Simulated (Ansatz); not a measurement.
**GeH4 (SMILES [GeH4]): single points off equilibrium**

An exercise on one series of results from a longer session: the logs are not shown, and one member is left open.

Method: single points in def2-TZVPP; program: Ansatz 0.2.0, Gaussian basis.

Correlated methods freeze the cores. Filled d shells of the heavier atoms are correlated. B3LYP uses VWN-RPA correlation.

### The starting structure

SMILES `[GeH4]`, 5 atoms, charge 0, spin multiplicity 1.

Atoms are counted from 1 here; the program's logs count them from 0.

Bond lengths: Ge1–H2 1.475 Å, Ge1–H3 1.426 Å, Ge1–H4 1.463 Å, Ge1–H5 1.530 Å. Angles: H2–Ge1–H3 107.5°, H2–Ge1–H4 110.8°, H2–Ge1–H5 106.3°, H3–Ge1–H4 112.0°, H3–Ge1–H5 110.3°, H4–Ge1–H5 109.8°.

Geometry (Å):

```mol
GeH4
  3D, bonds by distance, orders not assigned

  5  4  0  0  0  0  0  0  0  0999 V2000
   -0.0250   -0.0107   -0.0323 Ge  0  0
    1.0739   -0.7172    0.6528 H   0  0
   -1.1609   -0.0468    0.8285 H   0  0
   -0.3023   -0.6208   -1.3330 H   0  0
    0.4468    1.4315   -0.2268 H   0  0
  1  2  8  0
  1  3  8  0
  1  4  8  0
  1  5  8  0
M  END
```

Set-up of the first run:

The input, run/in.yaml:

```yaml
crystal:
  periodic: [false, false, false]
  atoms:
    - {symbol: Ge, position_ang: [-0.025000, -0.010700, -0.032300]}
    - {symbol: H, position_ang: [1.073900, -0.717200, 0.652800]}
    - {symbol: H, position_ang: [-1.160900, -0.046800, 0.828500]}
    - {symbol: H, position_ang: [-0.302300, -0.620800, -1.333000]}
    - {symbol: H, position_ang: [0.446800, 1.431500, -0.226800]}
basis:
  gaussian: {orbitals: def2-TZVPP}
correlation: {method: ccsd_t}
output: {forces: true}
```

The command line of these runs was not kept.

Steps of the session up to this table: CCSD(T)/def2-TZVPP; PBE0-D4/def2-TZVPP; wB97M-V/def2-TZVPP; r2SCAN-D4/def2-TZVPP; PBE-D4/def2-TZVPP; B3LYP-D4/def2-TZVPP; B97M-V/def2-TZVPP.

One of the session's tables, all rows but one given; the rest of the session is left out.

| method | RMS force component (eV/Å) | angle to CCSD(T) forces (°) | dipole (D) |
| --- | --- | --- | --- |
| CCSD(T) | 0.863 | reference | 0.21 |
| PBE0-D4 | 0.905 | 2.5 | 0.20 |
| wB97M-V | 0.866 | 0.3 | 0.22 |
| r2SCAN-D4 | 0.860 | 0.5 | 0.20 |
| PBE-D4 | 0.940 | 5.7 | 0.19 |
| B3LYP-D4 | ? | ? | ? |
| B97M-V | 0.868 | 1.8 | 0.23 |

Q: Estimate the row for B3LYP-D4 from the others.

As computed: RMS force component (eV/Å): 0.900; angle to CCSD(T) forces (°): 2.8; dipole (D): 0.21. In the column «RMS force component (eV/Å)» it lies between B97M-V (0.868) and PBE0-D4 (0.905).
